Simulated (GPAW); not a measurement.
# Sn3Se (Fm-3m) in GPAW: further runs, part 2 of 2

GPAW 26.7.0.

## 3. Band structure, PBE

run.py reads:

```python
from ase import Atoms
from ase.dft.bandgap import bandgap
from ase.io import write
from ase.units import GPa
from gpaw import GPAW, PW

atoms = Atoms(['Sn', 'Sn', 'Sn', 'Se'],
              cell=[[0.0, 3.733138, 3.733138],
                    [3.733138, 0.0, 3.733138],
                    [3.733138, 3.733138, 0.0]],
              scaled_positions=[[0.5, 0.5, 0.5],
                                [0.75, 0.75, 0.75],
                                [0.25, 0.25, 0.25],
                                [0.0, 0.0, 0.0]],
              pbc=True)

calc = GPAW(mode=PW(600),
            xc='PBE',
            kpts={'size': (6, 6, 6), 'gamma': True},
            occupations={'name': 'fermi-dirac', 'width': 0.05},
            nbands=38,
            convergence={'density': 1e-05, 'energy': 1e-05},
            maxiter=150,
            txt='gpaw.txt')
atoms.calc = calc
energy = atoms.get_potential_energy()
forces = atoms.get_forces()
stress = atoms.get_stress()
calc.write('gs.gpw')
write('result.traj', atoms)
print(f'Energy: {energy:.6f} eV')
print('Forces (eV/A):')
print(forces.round(4))
print('Stress (GPa):', (stress / GPa).round(3))
print('Fermi level:', round(calc.get_fermi_level(), 4), 'eV')
print(f'Gap: {bandgap(calc)[0]:.4f} eV, direct: {bandgap(calc, direct=True)[0]:.4f} eV')

path = atoms.cell.bandpath('GXWKGLUWLK,UX', npoints=80, eps=1e-4)
bs_calc = calc.fixed_density(kpts=path, symmetry='off', nbands=59,
                             convergence={'bands': 'CBM+6.0', 'eigenstates': 1e-6}, txt='bands.txt')
bs = bs_calc.band_structure()
bs.write('bs.json')
print(f'Gap on the path: {bandgap(bs_calc)[0]:.4f} eV')
```

Potentials or basis: GPAW PAW data sets (gpaw-data 1.2.1), pw.

Started as:

```
$ OMP_NUM_THREADS=1 python run.py
```

gpaw.txt:

```text
__  _  _
 | _ |_)|_||  |
 |__||  | ||/\| - 26.7.0

Input parameters:
  mode=PW(ecut=600.0),
  convergence={'density': 1e-05, 'energy': 1e-05},
  kpts=MonkhorstPack(size=(6, 6, 6), gamma=True),
  maxiter=150,
  nbands=38,
  occupations=Occupations(name='fermi-dirac', width=0.05),
  xc=XC(name='PBE')

Diagonalizing LCAO Hamiltonian
Converting LCAO to pw mode

                         Sn

                   Sn

             Sn

       Se

Atoms  # Å, Bohr magnetons
|   | symbol |        x |        y |        z |    initial magnetic moments |
|---|--------|----------|----------|----------|-----------------------------|
| 0 |     Sn | 3.733138 | 3.733138 | 3.733138 | ( 0.0000,  0.0000,  0.0000) |
| 1 |     Sn | 5.599707 | 5.599707 | 5.599707 | ( 0.0000,  0.0000,  0.0000) |
| 2 |     Sn | 1.866569 | 1.866569 | 1.866569 | ( 0.0000,  0.0000,  0.0000) |
| 3 |     Se | 0.000000 | 0.000000 | 0.000000 | ( 0.0000,  0.0000,  0.0000) |

Unit cell  # Å
| periodic |        x |        y |        z |  lengths |    angles |
|----------|----------|----------|----------|----------|-----------|
|      yes | 0.000000 | 3.733138 | 3.733138 | 5.279454 | 60.000000 |
|      yes | 3.733138 | 0.000000 | 3.733138 | 5.279454 | 60.000000 |
|      yes | 3.733138 | 3.733138 | 0.000000 | 5.279454 | 60.000000 |

Number of symmetries: 48
Symmetry operations  # r_c * U_cc + t_c -> r_c
|    | kind |            matrix            |
|----|------|------------------------------|
|  0 |  σ   |  1, 0, 0,  1, 0,-1,  1,-1, 0 |
|  1 |  C2  |  1, 0, 0,  1,-1, 0,  1, 0,-1 |
|  2 |  E   |  1, 0, 0,  0, 1, 0,  0, 0, 1 |
|  3 |  σ   |  1, 0, 0,  0, 0, 1,  0, 1, 0 |
|  4 |  C4  |  1, 0,-1,  1, 0, 0,  1,-1, 0 |
|  5 |  S6  |  1, 0,-1,  1,-1, 0,  1, 0, 0 |
|  6 |  σ   |  1, 0,-1,  0, 1,-1,  0, 0,-1 |
|  7 |  C3  |  1, 0,-1,  0, 0,-1,  0, 1,-1 |
|  8 |  S6  |  1,-1, 0,  1, 0, 0,  1, 0,-1 |
|  9 |  C4  |  1,-1, 0,  1, 0,-1,  1, 0, 0 |
| 10 |  C3  |  1,-1, 0,  0,-1, 1,  0,-1, 0 |
| 11 |  σ   |  1,-1, 0,  0,-1, 0,  0,-1, 1 |
| 12 |  σ   |  0, 1, 0,  1, 0, 0,  0, 0, 1 |
| 13 |  C4  |  0, 1, 0,  0, 1,-1, -1, 1, 0 |
| 14 |  C3  |  0, 1, 0,  0, 0, 1,  1, 0, 0 |
| 15 |  S6  |  0, 1, 0, -1, 1, 0,  0, 1,-1 |
| 16 |  C2  |  0, 1,-1,  1, 0,-1,  0, 0,-1 |
| 17 |  σ   |  0, 1,-1,  0, 1, 0, -1, 1, 0 |
| 18 |  S4  |  0, 1,-1,  0, 0,-1,  1, 0,-1 |
| 19 |  C4  |  0, 1,-1, -1, 1, 0,  0, 1, 0 |
| 20 |  C3  |  0, 0, 1,  1, 0, 0,  0, 1, 0 |
| 21 |  σ   |  0, 0, 1,  0, 1, 0,  1, 0, 0 |
| 22 |  S6  |  0, 0, 1,  0,-1, 1, -1, 0, 1 |
| 23 |  C4  |  0, 0, 1, -1, 0, 1,  0,-1, 1 |
| 24 |  S4  |  0, 0,-1,  1, 0,-1,  0, 1,-1 |
| 25 |  C3  |  0, 0,-1,  0, 1,-1,  1, 0,-1 |
| 26 |  C2  |  0, 0,-1,  0,-1, 0, -1, 0, 0 |
| 27 |  S6  |  0, 0,-1, -1, 0, 0,  0,-1, 0 |
| 28 |  S4  |  0,-1, 1,  1,-1, 0,  0,-1, 0 |
| 29 |  C4  |  0,-1, 1,  0, 0, 1, -1, 0, 1 |
| 30 |  C2  |  0,-1, 1,  0,-1, 0,  1,-1, 0 |
| 31 |  σ   |  0,-1, 1, -1, 0, 1,  0, 0, 1 |
| 32 |  C3  |  0,-1, 0,  1,-1, 0,  0,-1, 1 |
| 33 |  S6  |  0,-1, 0,  0, 0,-1, -1, 0, 0 |
| 34 |  S4  |  0,-1, 0,  0,-1, 1,  1,-1, 0 |
| 35 |  C2  |  0,-1, 0, -1, 0, 0,  0, 0,-1 |
| 36 |  C2  | -1, 1, 0,  0, 1, 0,  0, 1,-1 |
| 37 |  S6  | -1, 1, 0,  0, 1,-1,  0, 1, 0 |
| 38 |  S4  | -1, 1, 0, -1, 0, 1, -1, 0, 0 |
| 39 |  C3  | -1, 1, 0, -1, 0, 0, -1, 0, 1 |
| 40 |  S6  | -1, 0, 1,  0, 0, 1,  0,-1, 1 |
| 41 |  C2  | -1, 0, 1,  0,-1, 1,  0, 0, 1 |
| 42 |  C3  | -1, 0, 1, -1, 1, 0, -1, 0, 0 |
| 43 |  S4  | -1, 0, 1, -1, 0, 0, -1, 1, 0 |
| 44 |  C2  | -1, 0, 0,  0, 0,-1,  0,-1, 0 |
| 45 |  i   | -1, 0, 0,  0,-1, 0,  0, 0,-1 |
| 46 |  σ   | -1, 0, 0, -1, 1, 0, -1, 0, 1 |
| 47 |  C2  | -1, 0, 0, -1, 0, 1, -1, 1, 0 |

BZ-sampling:
  Number of BZ points: 216
  Number of IBZ points: 16

  Monkhorst-Pack size: [6, 6, 6]
  Monkhorst-Pack shift: [0.08333333333333333, 0.08333333333333333, 0.08333333333333333]

K-points  # in reciprocal-cell coordinates
|     |                                coordinates |     weight |
|-----|--------------------------------------------|------------|
|   0 | (  0.00000000,   0.00000000,   0.00000000) | 0.00462963 |
|   1 | (  0.16666667,   0.16666667,   0.00000000) | 0.02777778 |
|   2 | (  0.16666667,   0.16666667,   0.16666667) | 0.03703704 |
|   3 | (  0.33333333,   0.16666667,   0.16666667) | 0.05555556 |
|   4 | (  0.33333333,   0.33333333,  -0.33333333) | 0.05555556 |
|   5 | (  0.33333333,   0.33333333,   0.00000000) | 0.02777778 |
|   6 | (  0.33333333,   0.33333333,   0.16666667) | 0.11111111 |
|   7 | (  0.33333333,   0.33333333,   0.33333333) | 0.03703704 |
|   8 | (  0.50000000,   0.33333333,  -0.33333333) | 0.11111111 |
|   9 | (  0.50000000,   0.33333333,  -0.16666667) | 0.05555556 |
| ... |                                            |            |
|  15 | (  0.50000000,   0.50000000,   0.50000000) | 0.01851852 |

Plane wave coefficients: 3497
Cutoff: 600.0 eV

Spin-components: 1 (collinear spins)
Bands:           38
Projectors:      23
Spin-degeneracy: 2
Datatype:        complex128

Parallelization:
  kpt:    1
  domain: 1
  band:   1

Density:
  Valence electrons: 48.0
  Components: 1
  Grid points: [30 30 30]
  Charge: 0.0  # |e|

Potential:
  Grid points: [30 30 30]

species:
  Sn:
    name:    Tin
    Z:       50.0
    valence: 14
    core:    36
    charge:  0.0  # [|e|]
    compensation charges:
      type: gauss
      rc: 0.38  # [Å]
      lmax: 2
    cutoffs:
      filter: 2.23  # [Å]
      core: 2.35  # [Å]
    projectors
    | kind |    occ | energy [eV] | rcut [Å] |
    |------|--------|-------------|----------|
    |   5s |  2.000 |     -10.538 |    1.201 |
    |   5p |  2.000 |      -3.696 |    1.270 |
    |   4d | 10.000 |     -25.845 |    1.185 |
    |    s |        |      16.674 |    1.201 |
    |    p |        |      23.515 |    1.270 |
    |    d |        |       1.367 |    1.185 |

    Using partial waves for Sn as LCAO basis

  Se:
    name:    Selenium
    Z:       34.0
    valence: 6
    core:    28
    charge:  0.0  # [|e|]
    compensation charges:
      type: gauss
      rc: 0.27  # [Å]
      lmax: 2
    cutoffs:
      filter: 1.77  # [Å]
      core: 2.67  # [Å]
    projectors
    | kind |    occ | energy [eV] | rcut [Å] |
    |------|--------|-------------|----------|
    |   4s |  2.000 |     -17.277 |    0.847 |
    |   4p |  4.000 |      -6.512 |    1.005 |
    |    s |        |       9.935 |    0.847 |
    |    p |        |      20.699 |    1.005 |
    |    d |        |       0.000 |    0.847 |

    Using partial waves for Se as LCAO basis

Reference energy: -570135.612052  # eV

eigensolver:
  PPCG
  Converge bands: occupied
  niter=2

density mixing:
  MSR1-Mixer
  Pratt-step length: 0.05
  Maximum mixing coefficient: 0.75
  Old densities: 10
  SVD Regularization: 0.005
  Good broyden scale: 1.0
  Trust region scale: 1.0
  Backstep threshold: 4.0
  History deletion threshold: 6.0
  Fourier metric: weight=20.0, sigma=0.015

occupation numbers:
  Fermi-Dirac:
    width: 0.0500  # eV

poisson solver:
  ecut: 4800.0  # eV

xc functional:
  name: PBE with 2 nearest neighbor stencil

convergence criteria:
- Maximum integral of absolute [dens]ity change: 1e-05 electrons / valence electron
- Maximum [total energy] change in last 3 cyles: 1e-05 eV / valence electron
- Maximum integral of absolute [eigenst]ate change: 4e-08 eV^2 / valence electron
maximum number of iterations: 150

SCF iterations
|iter     | |      energy | eigst |  dens |
|---------|-|-------------|-------|-------|
|iter:   1| |  -15.537376 | +0.20 |       |
|iter:   2| |  -15.572384 | -1.82 | -1.55 |
|iter:   3| |  -15.453410 | -2.66 | -1.60 |
|iter:   4| |  -15.450446 | -3.36 | -2.04 |
|iter:   5| |  -15.451100 | -4.21 | -2.48 |
|iter:   6| |  -15.451230 | -5.28 | -3.10 |
|iter:   7| |  -15.451250c| -6.30 | -3.67 |
|iter:   8| |  -15.451252c| -7.42c| -4.36 |
|iter:   9| |  -15.451253c| -8.20c| -4.89 |
|iter:  10| |  -15.451253c| -9.03c| -5.56c|

Converged in 10 steps
Energy contributions relative to reference atoms: (reference = -570135.612052)

Energy contributions:
  Kinetic:          16.183753
  Coulomb:         -16.036247
  Zero:             -0.021658
  External:          0.000000
  Xc:              -15.561537
  Entropy:          -0.031128
  Spinorbit:         0.000000
  ----------------------------
  Free energy:     -15.466817
  Extrapolated:    -15.451253

dipole moment: (-27.491453, -27.491453, -27.491453)  # |e|*Ang

Fermi level: 7.013
Eigenvalues  # (at kpt = [0.000, 0.000, 0.000])
| band index |      eig [eV] | occ [0-2] |
|------------|---------------|-----------|
|          0 |       -14.594 |     2.000 |
|        ... |               |           |
|         20 |         4.156 |     2.000 |
|         21 |         4.173 |     2.000 |
|         22 |         5.717 |     2.000 |
|         23 |         5.717 |     2.000 |
|         24 |         5.717 |     2.000 |
|         25 |         6.463 |     2.000 |
[... 8 lines left out ...]
|         34 |        19.529 |     0.000 |
|         35 |        19.533 |     0.000 |
|        ... |               |           |
|         37 |        20.510 |     0.000 |

No gap
No difference between direct/indirect transitions

Forces  # eV/Ang
|       x |        y |        z |
|---------|----------|----------|
| 0.00000 |  0.00000 |  0.00000 |  # Sn   0
| 0.00000 | -0.00000 |  0.00000 |  # Sn   1
| 0.00000 |  0.00000 | -0.00000 |  # Sn   2
| 0.00000 |  0.00000 |  0.00000 |  # Se   3

Stress tensor  # eV/Ang^3
|         x |         y |         z |
|-----------|-----------|-----------|
|  0.002660 | -0.000000 | -0.000000 |
| -0.000000 |  0.002660 | -0.000000 |
| -0.000000 | -0.000000 |  0.002660 |

# Writing to gs.gpw (mode='')
```

Run time: 3.3 min. Hardware: 1 thread of Arm Neoverse V2, shared host; peak memory 0.58 GiB.

What came out:

```
Free energy             : -15.4668 eV
Pressure                : -0.4 GPa
Band gap along the path : none (metal or under the smearing width)
```

Levels at the corners of the path, in eV from the Fermi level:
```csv
point,band 22,band 23,band 24,band 25,band 26,band 27
Γ,-2.84,-1.30,-1.30,-1.30,-0.55,-0.55
X,-0.33,0.45,0.45,0.99,2.74,2.74
W,-2.25,-2.25,0.85,0.85,3.17,3.22
K,-1.42,-1.13,-0.12,1.53,1.61,2.85
Γ,-2.84,-1.30,-1.30,-1.30,-0.55,-0.55
L,-2.15,-2.15,-0.86,0.36,2.10,2.10
U,-1.42,-1.13,-0.12,1.53,1.61,2.85
W,-2.25,-2.25,0.85,0.85,3.17,3.22
L,-2.15,-2.15,-0.86,0.36,2.10,2.10
K,-1.42,-1.13,-0.12,1.53,1.61,2.85
U,-1.42,-1.13,-0.12,1.53,1.61,2.85
X,-0.33,0.45,0.45,0.99,2.74,2.74
```

Caveat: spin-orbit coupling is left out, which moves the levels of the heavy elements.
